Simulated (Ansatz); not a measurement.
# CH8ClNSi2: the cost of one run

Program: Ansatz 0.2.0. Level of theory: RKS r2SCAN-D4/def2-SVP. These are calculated values, not measurements.

**1. Starting point**

Bond lengths: N1–Si2 1.678 Å, Si2–C3 1.812 Å, C3–Si4 1.800 Å, Si4–Cl5 2.093 Å, N1–H6 0.981 Å, N1–H7 1.059 Å, Si2–H8 1.454 Å, Si2–H9 1.498 Å, C3–H10 1.146 Å, C3–H11 1.079 Å, Si4–H12 1.440 Å, Si4–H13 1.551 Å. Angles (14 of 21 angles, heavy atoms first): N1–Si2–C3 109.3°, Si2–C3–Si4 110.3°, C3–Si4–Cl5 110.8°, N1–Si2–H8 107.0°, N1–Si2–H9 102.7°, C3–Si2–H8 111.8°, C3–Si2–H9 112.7°, Si2–N1–H6 115.0°, Si2–N1–H7 108.4°, Si2–C3–H10 109.6°, Si2–C3–H11 112.7°, Si4–C3–H10 108.2°, Si4–C3–H11 111.2°, C3–Si4–H12 113.8°.

Structure file:

```xyz
13

N    -0.2278    2.1953    0.9416
Si   -0.6484    0.6878    0.3359
C     0.8407   -0.1568   -0.2568
Si    0.4368   -1.8216   -0.8078
Cl   -0.5159   -1.7780   -2.6708
H     0.1954    2.1835    1.8266
H    -1.1152    2.7455    1.1164
H    -1.6052    0.9119   -0.7361
H    -1.2614    0.0135    1.5252
H     1.6028   -0.2377    0.5954
H     1.3529    0.3961   -1.0292
H     1.5819   -2.6846   -0.9410
H    -0.6161   -2.4896    0.1154
```

**2. End point A**

Input file input.yaml:

```yaml
crystal:
  periodic: [false, false, false]
  atoms:
    - { symbol: "N", position_ang: [-0.2278, 2.1953, 0.9416] }
    - { symbol: Si, position_ang: [-0.6484, 0.6878, 0.3359] }
    - { symbol: C, position_ang: [0.8407, -0.1568, -0.2568] }
    - { symbol: Si, position_ang: [0.4368, -1.8216, -0.8078] }
    - { symbol: Cl, position_ang: [-0.5159, -1.778, -2.6708] }
    - { symbol: H, position_ang: [0.1954, 2.1835, 1.8266] }
    - { symbol: H, position_ang: [-1.1152, 2.7455, 1.1164] }
    - { symbol: H, position_ang: [-1.6052, 0.9119, -0.7361] }
    - { symbol: H, position_ang: [-1.2614, 0.0135, 1.5252] }
    - { symbol: H, position_ang: [1.6028, -0.2377, 0.5954] }
    - { symbol: H, position_ang: [1.3529, 0.3961, -1.0292] }
    - { symbol: H, position_ang: [1.5819, -2.6846, -0.941] }
    - { symbol: H, position_ang: [-0.6161, -2.4896, 0.1154] }
basis:
  gaussian: { orbitals: def2-SVP }
hamiltonian:
  xc: r2scan
  dispersion: d4
relax:
  f_tol: 0.015
  max_steps: 40
```

Started as:

```bash
$ ansatz run input.yaml --threads 2 --pin off --max-ram 3072MiB --backend cpu --events-out ev --progress --plain --runs-dir out
```

**Question.** How long does this run take on 2 threads of Intel Xeon Platinum 8488C (Sapphire Rapids), shared host, and how much memory does it need?

About 63 s, with a peak of 0.21 GiB.
